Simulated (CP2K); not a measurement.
Write the native input for CP2K 2026.2 that does the following.

```
Task                                   : band structure
Functional                             : PBEsol
Potentials or basis                    : POTENTIAL_UZH Si GTH-PBE-q4, O GTH-PBE-q6; TZVP-MOLOPT-PBE-GTH basis
Density cutoff                         : 8163 eV
k mesh                                 : 9 × 9 × 9
Occupations                            : fermi-dirac, width 0.01 eV
Spin                                   : no spin polarisation
SCF solver                             : diagonalisation with k points
Quickstep method                       : GPW
EPS_DEFAULT                            : 1.0E-9
EPS_SCF                                : 1.0E-6
MAX_SCF                                : 100
SCF_GUESS                              : ATOMIC
k points reduced by the point group    : yes
Mesh centred on Gamma                  : yes
CHOLESKY                               : OFF
EPS_EIGVAL                             : 1.0E-7
MIXING METHOD                          : BROYDEN_MIXING
MIXING ALPHA                           : 0.4
NBUFFER                                : 8
NGRIDS                                 : 5
Basis sets                             : Si TZVP-MOLOPT-PBE-GTH-q4, O TZVP-MOLOPT-PBE-GTH-q6
Potentials                             : Si GTH-PBE-q4 of POTENTIAL_UZH, O GTH-PBE-q6 of POTENTIAL_UZH
ADDED_MOS                              : [10]
Points a segment of the path (NPOINTS) : 8
Bands added on the path                : 6
REL_CUTOFF (Ry)                        : 60 Ry
MIXING BETA (1/bohr)                   : 1.5 1/bohr
CUTOFF of the grids                    : 600 Ry
```

The system is SiO.

```
CELL_PARAMETERS angstrom
2.80697 0.00000 0.00000
0.00000 2.80697 0.00000
0.00000 0.00000 2.80697
ATOMIC_POSITIONS crystal
Si 0.00000 0.00000 0.00000
O 0.50000 0.50000 0.50000
```

The cell was built by a generator and needn't be a form met in nature.

The input as run:

sio_bands.inp

```
&GLOBAL
  PROJECT sio_bands
  RUN_TYPE ENERGY_FORCE
  PRINT_LEVEL LOW
&END GLOBAL
&FORCE_EVAL
  METHOD QS
  STRESS_TENSOR ANALYTICAL
  &DFT
    BASIS_SET_FILE_NAME BASIS_MOLOPT_UZH
    POTENTIAL_FILE_NAME POTENTIAL_UZH
    &MGRID
      CUTOFF 600
      REL_CUTOFF 60
      NGRIDS 5
    &END MGRID
    &QS
      METHOD GPW
      EPS_DEFAULT 1.0E-9
    &END QS
    &KPOINTS
      SCHEME MONKHORST-PACK 9 9 9
      GAMMA_CENTERED T
      SYMMETRY T
      SYMMETRY_BACKEND SPGLIB
    &END KPOINTS
    &SCF
      SCF_GUESS ATOMIC
      EPS_SCF 1.0E-6
      MAX_SCF 100
      ADDED_MOS 10
      CHOLESKY OFF
      EPS_EIGVAL 1.0E-7
      &DIAGONALIZATION ON
        ALGORITHM STANDARD
      &END DIAGONALIZATION
      &MIXING ON
        METHOD BROYDEN_MIXING
        ALPHA 0.4
        BETA 1.5
        NBUFFER 8
      &END MIXING
      &SMEAR ON
        METHOD FERMI_DIRAC
        ELECTRONIC_TEMPERATURE 116.05
      &END SMEAR
    &END SCF
    &XC
      &XC_FUNCTIONAL
        &GGA_X_PBE_SOL
        &END GGA_X_PBE_SOL
        &GGA_C_PBE_SOL
        &END GGA_C_PBE_SOL
      &END XC_FUNCTIONAL
    &END XC
    &PRINT
      &KPOINTS ON
      &END KPOINTS
      &MULLIKEN ON
      &END MULLIKEN
      &MO ON
        ENERGIES T
        OCCUPATION_NUMBERS T
        &EACH
          QS_SCF 0
        &END EACH
        ADD_LAST NUMERIC
      &END MO
      &BAND_STRUCTURE
        FILE_NAME bands.bs
        ADDED_MOS 6
        &KPOINT_SET
          UNITS B_VECTOR
          NPOINTS 8
          SPECIAL_POINT GAMMA 0.00000000 0.00000000 0.00000000
          SPECIAL_POINT X 0.00000000 0.50000000 0.00000000
          SPECIAL_POINT M 0.50000000 0.50000000 0.00000000
          SPECIAL_POINT GAMMA 0.00000000 0.00000000 0.00000000
          SPECIAL_POINT R 0.50000000 0.50000000 0.50000000
          SPECIAL_POINT X 0.00000000 0.50000000 0.00000000
        &END KPOINT_SET
        &KPOINT_SET
          UNITS B_VECTOR
          NPOINTS 8
          SPECIAL_POINT M 0.50000000 0.50000000 0.00000000
          SPECIAL_POINT R 0.50000000 0.50000000 0.50000000
        &END KPOINT_SET
      &END BAND_STRUCTURE
    &END PRINT
  &END DFT
  &SUBSYS
    &CELL
      ABC 2.8069700000 2.8069700000 2.8069700000
      ALPHA_BETA_GAMMA 90.0000000000 90.0000000000 90.0000000000
      PERIODIC XYZ
    &END CELL
    &COORD
      SCALED
      Si  0.0000000000 0.0000000000 0.0000000000
      O   0.5000000000 0.5000000000 0.5000000000
    &END COORD
    &KIND Si
      BASIS_SET TZVP-MOLOPT-PBE-GTH-q4
      POTENTIAL GTH-PBE-q4
    &END KIND
    &KIND O
      BASIS_SET TZVP-MOLOPT-PBE-GTH-q6
      POTENTIAL GTH-PBE-q6
    &END KIND
    &PRINT
      &ATOMIC_COORDINATES ON
      &END ATOMIC_COORDINATES
      &CELL ON
      &END CELL
    &END PRINT
  &END SUBSYS
  &PRINT
    &FORCES ON
    &END FORCES
    &STRESS_TENSOR ON
    &END STRESS_TENSOR
  &END PRINT
&END FORCE_EVAL
```

Potentials or basis: POTENTIAL_UZH Si GTH-PBE-q4, O GTH-PBE-q6; TZVP-MOLOPT-PBE-GTH basis.

The run is started by

```bash
$ OMP_NUM_THREADS=1 cp2k.psmp -i sio_bands.inp -o sio_bands.out
```

Results of the run:

```yaml
Pressure: -3.5 GPa
Band_gap_on_the_k_mesh: none (metal or under the smearing width)
Mulliken_charges: Si +0.74; O -0.74 e
```

Caveat: Mulliken charges move with the basis; the potentials were made for another functional, which shifts forces and pressure; the basis of atomic orbitals isn't converged, which shifts pressures, moduli and gaps.

Wall time 27 s on 1 thread of Arm Neoverse V1, on a shared host, peak memory 0.25 GiB.
